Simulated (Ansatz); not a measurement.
**AlClH7NSi2: one species, many methods**

The task here is to estimate one member of a computed series from the others.

Method: functionals in def2-TZVPP, the program's frozen cores in correlated methods; program: Ansatz 0.2.0, Gaussian basis.

Plan: PBE-D4, r2SCAN-D4, PBE0-D4, B3LYP-D4, ωB97X-V, ωB97M-V, B2PLYP; CCSD(T)/def2-TZVPP; MP2/def2-QZVPP; extrapolation to the limit.

### Structure used throughout

The geometry comes from an earlier relaxation with PBE0-D4 in a triple-zeta def2 set; it is a stationary point, not always the lowest conformer.

12 atoms, charge 0, spin multiplicity 1.

Atoms are counted from 1 here; the program's logs count them from 0.

Bond lengths: N1–Al2 1.766 Å, N1–H6 1.008 Å, N1–H7 1.008 Å, Al2–Si3 2.455 Å, Al2–H8 1.583 Å, Si3–Si4 2.340 Å, Si3–Cl5 2.092 Å, Si3–H9 1.491 Å, Si4–H10 1.489 Å, Si4–H11 1.490 Å, Si4–H12 1.487 Å. Angles: Al2–N1–H6 125.0°, Al2–N1–H7 124.9°, H6–N1–H7 110.1°, N1–Al2–Si3 115.3°, N1–Al2–H8 118.7°, Si3–Al2–H8 126.0°, Al2–Si3–Si4 113.3°, Al2–Si3–Cl5 107.1°, Al2–Si3–H9 114.4°, Si4–Si3–Cl5 107.3°, Si4–Si3–H9 108.2°, Cl5–Si3–H9 106.1°, Si3–Si4–H10 109.5°, Si3–Si4–H11 108.9°, Si3–Si4–H12 112.3°, H10–Si4–H11 108.1°, H10–Si4–H12 108.8°, H11–Si4–H12 109.1°.

The first run:

Input file in.yaml:

```yaml
crystal:
  periodic: [false, false, false]
  atoms:
    - {symbol: N, position_ang: [-2.122823, 0.638121, -0.889940]}
    - {symbol: Al, position_ang: [-1.704862, 0.305418, 0.793348]}
    - {symbol: Si, position_ang: [0.656798, -0.224955, 1.204556]}
    - {symbol: Si, position_ang: [1.869007, -0.625860, -0.756019]}
    - {symbol: Cl, position_ang: [1.508094, 1.445382, 2.131966]}
    - {symbol: H, position_ang: [-3.039362, 0.900834, -1.216602]}
    - {symbol: H, position_ang: [-1.471659, 0.624161, -1.658719]}
    - {symbol: H, position_ang: [-2.841585, 0.400495, 1.891635]}
    - {symbol: H, position_ang: [0.878902, -1.370758, 2.133021]}
    - {symbol: H, position_ang: [1.628746, 0.479739, -1.724200]}
    - {symbol: H, position_ang: [1.385462, -1.893762, -1.372139]}
    - {symbol: H, position_ang: [3.330182, -0.733715, -0.503109]}
basis:
  gaussian: {orbitals: def2-TZVPP}
hamiltonian: {xc: pbe, dispersion: d4}
output: {forces: true, orbitals: {seedname: orbitals}}
```

Started as:

```sh
ansatz run in.yaml --threads 4 --pin off --events-out ev --progress --plain --max-ram 10444MiB
```

Among the steps run: PBE-D4 (GGA); r2SCAN-D4 (meta-GGA); PBE0-D4 (hybrid); B3LYP-D4 (hybrid); ωB97X-V (range-separated); ωB97M-V (range-separated); B2PLYP (double hybrid); CCSD(T) in def2-TZVPP; MP2 in def2-QZVPP.

One of the session's tables, all rows but one given; the rest of the session is left out.

| method | atomisation energy (eV) |
| --- | --- |
| PBE-D4 | ? |
| r2SCAN-D4 | 37.340 |
| PBE0-D4 | 36.987 |
| B3LYP-D4 | 37.268 |
| ωB97X-V | 37.711 |
| ωB97M-V | 37.393 |
| B2PLYP | 36.689 |
| HF/def2-TZVPP | 27.357 |
| MP2/def2-TZVPP | 36.296 |
| CCSD/def2-TZVPP | 35.773 |
| CCSD(T)/def2-TZVPP | 36.241 |
| MP2/CBS | 37.479 |
| CCSD(T)/CBS | 37.425 |

Estimate the missing values for PBE-D4.

The run gave: atomisation energy (eV): 37.286. In the column «atomisation energy (eV)» it lies between B3LYP-D4 (37.268) and r2SCAN-D4 (37.340).
